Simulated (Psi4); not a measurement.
**GaH3O (GaH2(OH)) at DSD-PBEP86/aug-cc-pVDZ (density fitting for correlation)**

Aim: the vertical electron affinity of GaH3O (GaH2(OH)) at DSD-PBEP86/aug-cc-pVDZ (density fitting for correlation), from 2 runs. 

The results are computed with Psi4 1.11.

## (1) Starting point

GaH3O has 5 atoms, charge 0, and is taken as a singlet. As SMILES, `[H][Ga]([H])[OH]`. The shape comes from GFN2-xTB, which is rough for such elements, and wasn't checked as a minimum.

Bond lengths: Ga1–O4 1.682 Å, Ga1–H2 1.540 Å, Ga1–H3 1.542 Å, O4–H5 0.950 Å. Angles: Ga1–O4–H5 176.5°, H2–Ga1–O4 116.1°, H3–Ga1–O4 117.9°, H2–Ga1–H3 126.0°.

## (2) The energy at DSD-PBEP86/aug-cc-pVDZ (density fitting for correlation)

Input file calc.dat:

```
memory 1600 mb

molecule geom {
  0 1
  Ga     0.293780     0.490920    -0.110630
  H      1.826770     0.378040    -0.207030
  H     -0.531820     1.781830    -0.280820
  O     -0.535280    -0.937360     0.210110
  H     -1.053450    -1.713430     0.388370
  symmetry c1
}

set {
  basis aug-cc-pVDZ
  reference rks
  puream true
  e_convergence 1e-09
  d_convergence 1e-08
  scf_type pk
  dft_radial_points 99
  dft_spherical_points 590
  num_frozen_docc 10
}

energy_value, wavefunction = energy("dsd-pbep86", return_wfn=True)
print_variables()
```

Launch:

```
$ psi4 -n 1 calc.dat calc.out
```

calc.out:

```text
[...]
  Running in c1 symmetry.
[...]
  Nuclear repulsion =  113.556993935151965
[...]
  Multiplicity = 1
[...]
  Nalpha       = 21
  Nbeta        = 21
[...]
    Number of basis functions: 86
[...]
   @RKS iter   1: -1999.97146689072588   -3.65890e+00   1.36743e-02 DIIS/ADIIS
[...]
   @RKS iter  10: -2000.68458051931589   -1.88720e-11   7.56994e-09 DIIS
[...]
    Orbital Energies [Eh]
    ---------------------
    Doubly Occupied:
       1A   -376.675194     2A    -47.424857     3A    -41.896552
       4A    -41.892680     5A    -41.892497     6A    -20.042699
       7A     -6.111185     8A     -4.272403     9A     -4.265724
      10A     -4.263442    11A     -1.209670    12A     -1.092691
      13A     -1.092218    14A     -1.088203    15A     -1.088034
      16A     -1.074211    17A     -0.661161    18A     -0.485589
      19A     -0.454843    20A     -0.433379    21A     -0.368453
[...]
  @RKS Final Energy: -2000.68458051931589
   => Energetics <=
    Nuclear Repulsion Energy =            113.5569939351519650
    One-Electron Energy =               -3016.0085916763182468
    Two-Electron Energy =                 925.8183894008417383
    DFT Exchange-Correlation Energy =     -24.0513721789914605
    Empirical Dispersion Energy =           0.0000000000000000
    VV10 Nonlocal Energy =                  0.0000000000000000
    Total Energy =                      -2000.6845805193158867
[...]
 Multipole Moments:
 ------------------------------------------------------------------------------------
     Multipole            Electronic (a.u.)      Nuclear  (a.u.)        Total (a.u.)
 ------------------------------------------------------------------------------------
 L = 1.  Multiply by 2.5417464519 to convert [e a0] to [Debye]
 Dipole X            :          1.0590499           -1.1930445           -0.1339946
 Dipole Y            :          1.8511956           -1.9808706           -0.1296750
 Dipole Z            :         -0.4137924            0.4467291            0.0329367
 Magnitude           :                                                    0.1893541
[...]
```

Run time: 20 s. Hardware: 1 thread of AMD EPYC 7R43 (Zen 3), shared host; peak memory 1.2 GiB.

## (3) The doublet anion, same level

Input file job.json:

```json
{
  "schema_name": "qcschema_input",
  "schema_version": 1,
  "molecule": {
    "schema_name": "qcschema_molecule",
    "schema_version": 2,
    "symbols": ["Ga", "H", "H", "O", "H"],
    "geometry": [0.55516374, 0.92770435, -0.2090604, 3.45209499, 0.71439206, -0.39123, -1.00499415, 3.3671707, -0.53067289, -1.0115326, -1.77135368, 0.39705036, -1.99073199, -3.23791343, 0.73391294],
    "molecular_charge": -1,
    "molecular_multiplicity": 2,
    "fix_symmetry": "c1"
  },
  "driver": "energy",
  "model": {
    "method": "dsd-pbep86",
    "basis": "aug-cc-pVDZ"
  },
  "keywords": {
    "reference": "uks",
    "puream": true,
    "e_convergence": 1e-09,
    "d_convergence": 1e-08,
    "scf_type": "pk",
    "dft_radial_points": 99,
    "dft_spherical_points": 590,
    "num_frozen_docc": 10,
    "maxiter": 200
  }
}
```

Launch:

```
$ psi4 --qcschema job.json -n 1 --memory 1600MB
```

stdout:

```text
[...]
  Running in c1 symmetry.
[...]
  Nuclear repulsion =  113.556993976569743
[...]
  Multiplicity = 2
[...]
  Nalpha       = 22
  Nbeta        = 21
[...]
    Number of basis functions: 86
[...]
   @UKS iter   1: -1999.64695585913319   -3.33439e+00   1.48564e-02 ADIIS/DIIS
[...]
   @UKS iter  23: -2000.65549235157755    1.45519e-11   3.69479e-09 DIIS
[...]
   @S^2 Observed:                7.500045794E-01
[...]
    Orbital Energies [Eh]
    ---------------------
    Alpha Occupied:
       1A   -376.577365     2A    -47.327045     3A    -41.798744
       4A    -41.794880     5A    -41.794677     6A    -19.944031
       7A     -6.013340     8A     -4.174591     9A     -4.167861
      10A     -4.165603    11A     -1.111026    12A     -0.994848
      13A     -0.994388    14A     -0.990379    15A     -0.990200
      16A     -0.976170    17A     -0.562661    18A     -0.388627
      19A     -0.356235    20A     -0.334613    21A     -0.270764
      22A      0.037134
    Alpha Virtual:
      23A      0.090817    24A      0.091434    25A      0.109974
[...]
  @UKS Final Energy: -2000.65549235157755
   => Energetics <=
    Nuclear Repulsion Energy =            113.5569939765697427
    One-Electron Energy =               -3020.0922431455701371
    Two-Electron Energy =                 929.9493007621044853
    DFT Exchange-Correlation Energy =     -24.0695439446813282
    Empirical Dispersion Energy =           0.0000000000000000
    VV10 Nonlocal Energy =                  0.0000000000000000
    Total Energy =                      -2000.6554923515773226
[...]
 Multipole Moments:
 ------------------------------------------------------------------------------------
     Multipole            Electronic (a.u.)      Nuclear  (a.u.)        Total (a.u.)
 ------------------------------------------------------------------------------------
 L = 1.  Multiply by 2.5417464519 to convert [e a0] to [Debye]
 Dipole X            :          1.3615327           -1.1930445            0.1684882
 Dipole Y            :          2.5308034           -1.9808706            0.5499328
 Dipole Z            :         -0.5596456            0.4467291           -0.1129164
 Magnitude           :                                                    0.5861437
[...]
```

The result, in JSON:

```text
{
 "driver": "energy",
 "model": {
  "method": "dsd-pbep86",
  "basis": "aug-cc-pVDZ"
 },
 "success": true,
 "return_result": -2000.819148811597,
 "properties": {
  "calcinfo_nbasis": 86,
  "calcinfo_nmo": 86,
  "calcinfo_nalpha": 22,
  "calcinfo_nbeta": 21,
  "calcinfo_natom": 5,
  "nuclear_repulsion_energy": 113.55699397656974,
  "return_energy": -2000.819148811597,
  "scf_one_electron_energy": -3020.09224314557,
  "scf_two_electron_energy": 929.9493007621045,
  "scf_xc_energy": -24.069543944681328,
  "scf_dipole_moment": [0.16848821027016214, 0.5499328061666824, -0.11291641569235766],
  "scf_total_energy": -2000.6554923515775,
  "scf_iterations": 23
 }
}
```

It took 32 s on 1 thread of AMD EPYC 7R43 (Zen 3), shared host; peak memory 1.2 GiB.

## (4) Outcome

Level: DSD-PBEP86/aug-cc-pVDZ (density fitting for correlation), 10 core orbitals frozen.

```
                                                               quantity           value
                                            singlet GaH3O: total energy  -2000.84748 Eh
                       singlet GaH3O: HOMO energy (SCF part's orbitals)       -10.03 eV
                       singlet GaH3O: LUMO energy (SCF part's orbitals)         0.27 eV
                     singlet GaH3O: HOMO–LUMO gap (SCF part's orbitals)        10.30 eV
                                            doublet anion: total energy  -2000.81915 Eh
doublet anion: HOMO energy (SCF part's orbitals) (highest over α and β)         1.01 eV
 doublet anion: LUMO energy (SCF part's orbitals) (lowest over α and β)         2.47 eV
                                                    doublet anion: ⟨S²⟩           0.750
                      vertical electron affinity (to the doublet anion)       -0.771 eV
```

**Reading.** The anion lies 0.77 eV (74.4 kJ/mol) above the neutral: the electron isn't bound at this level, and such a value depends on the basis. The HOMO (doublet anion) lies at positive energy, 1.01 eV; only total energies tell whether the electron is bound.
